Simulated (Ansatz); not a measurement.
# C3H6Si: up Jacob's ladder to CCSD(T)

An exercise on one series of results from a longer session: the logs are not shown, and one member is left open.

Method: functionals in def2-TZVPP, the program's frozen cores in correlated methods; program: Ansatz 0.2.0, Gaussian basis.

The runs, in order: LDA (SPW92), PBE-D4, revPBE-D4, BLYP-D4, r2SCAN-D4, B97M-V, PBE0-D4, B3LYP-D4, r2SCANh-D4, r2SCAN0-D4, HSE06-D4, BHLYP-D4, CAM-B3LYP-D4, LC-ωPBE, ωB97X-V, ωB97M-V, B2PLYP, PBE-QIDH; CCSD(T)/def2-SVP; CCSD(T)/def2-TZVPP; MP2/def2-QZVPP; extrapolation to the limit; RPA on PBE.

## The geometry

The geometry comes from an earlier relaxation with PBE0-D4 in a triple-zeta def2 set; it is a stationary point, not always the lowest conformer.

SMILES `CC1=C[SiH2]1`, 10 atoms, charge 0, spin multiplicity 1.

Atoms are counted from 1 here; the program's logs count them from 0.

Bond lengths: C1–C2 1.478 Å, C1–H5 1.093 Å, C1–H6 1.093 Å, C1–H7 1.093 Å, C2–C3 1.332 Å, C2–Si4 1.815 Å, C3–Si4 1.803 Å, C3–H8 1.084 Å, Si4–H9 1.484 Å, Si4–H10 1.484 Å. Angles: C2–C1–H5 111.9°, C2–C1–H6 110.4°, C2–C1–H7 110.4°, H5–C1–H6 108.7°, H5–C1–H7 108.7°, H6–C1–H7 106.6°, C1–C2–C3 137.9°, C1–C2–Si4 154.1°, C3–C2–Si4 67.9°, C2–C3–Si4 68.9°, C2–C3–H8 135.5°, Si4–C3–H8 155.6°, C2–Si4–C3 43.2°, C2–Si4–H9 121.9°, C2–Si4–H10 121.9°, C3–Si4–H9 121.9°, C3–Si4–H10 121.8°, H9–Si4–H10 110.8°.

Geometry (Å):

```xyz
10
C3H6Si
C    -0.8076    0.8129   -1.0779
C    -0.0674   -0.0151   -0.1028
C     0.1434   -1.3079    0.1385
Si    1.0033   -0.2744    1.3401
H    -1.3347    0.2017   -1.8155
H    -1.5347    1.4473   -0.5638
H    -0.1237    1.4850   -1.6032
H    -0.1693   -2.2403   -0.3176
H     0.5037   -0.1051    2.7277
H     2.4701   -0.0552    1.2773
```

The first run:

Input file in.yaml:

```yaml
crystal:
  periodic: [false, false, false]
  atoms:
    - {symbol: C, position_ang: [-0.807644, 0.812867, -1.077890]}
    - {symbol: C, position_ang: [-0.067402, -0.015070, -0.102777]}
    - {symbol: C, position_ang: [0.143398, -1.307896, 0.138532]}
    - {symbol: Si, position_ang: [1.003298, -0.274353, 1.340087]}
    - {symbol: H, position_ang: [-1.334721, 0.201690, -1.815469]}
    - {symbol: H, position_ang: [-1.534710, 1.447331, -0.563808]}
    - {symbol: H, position_ang: [-0.123703, 1.484960, -1.603193]}
    - {symbol: H, position_ang: [-0.169252, -2.240286, -0.317580]}
    - {symbol: H, position_ang: [0.503698, -0.105137, 2.727654]}
    - {symbol: H, position_ang: [2.470136, -0.055207, 1.277341]}
basis:
  gaussian: {orbitals: def2-TZVPP}
hamiltonian: {xc: lda}
output: {orbitals: {seedname: orbitals}}
```

Command:

```console
> ansatz run in.yaml --threads 2 --pin off --events-out ev --progress --plain --max-ram 4352MiB
```

Among the steps run: LDA; PBE-D4 (GGA); revPBE-D4 (GGA); BLYP-D4 (GGA); r2SCAN-D4 (meta-GGA); B97M-V (meta-GGA); PBE0-D4 (hybrid); B3LYP-D4 (hybrid); r2SCANh-D4 (hybrid); r2SCAN0-D4 (hybrid); HSE06-D4 (hybrid); BHLYP-D4 (hybrid); CAM-B3LYP-D4 (range-separated); LC-ωPBE (range-separated); ωB97X-V (range-separated); ωB97M-V (range-separated); B2PLYP (double hybrid); PBE-QIDH (double hybrid).

One table of the session follows, with a row left open; its other results are not shown here.

It belongs to the step «Orbital energies across the functionals». 

```
  functional  HOMO (eV)  gap (eV)
 LDA (SPW92)      -6.21      5.01
      PBE-D4      -6.10      5.12
   revPBE-D4      -6.06      5.16
     BLYP-D4      -5.96      5.16
   r2SCAN-D4      -6.31      5.60
      B97M-V      -6.39      5.76
     PBE0-D4      -7.24      7.34
    B3LYP-D4      -7.04      6.93
  r2SCANh-D4      -6.74      6.41
  r2SCAN0-D4      -7.38      7.62
    HSE06-D4      -6.84      6.56
    BHLYP-D4      -8.29      9.31
CAM-B3LYP-D4      -8.55      9.72
     LC-ωPBE      -9.87     12.17
     ωB97X-V      -9.53     11.71
     ωB97M-V          ?         ?
```

Estimate the missing values for ωB97M-V.

As computed: HOMO (eV): -9.39; gap (eV): 11.28. In the column «HOMO (eV)» it lies between ωB97X-V (-9.53) and CAM-B3LYP-D4 (-8.55).
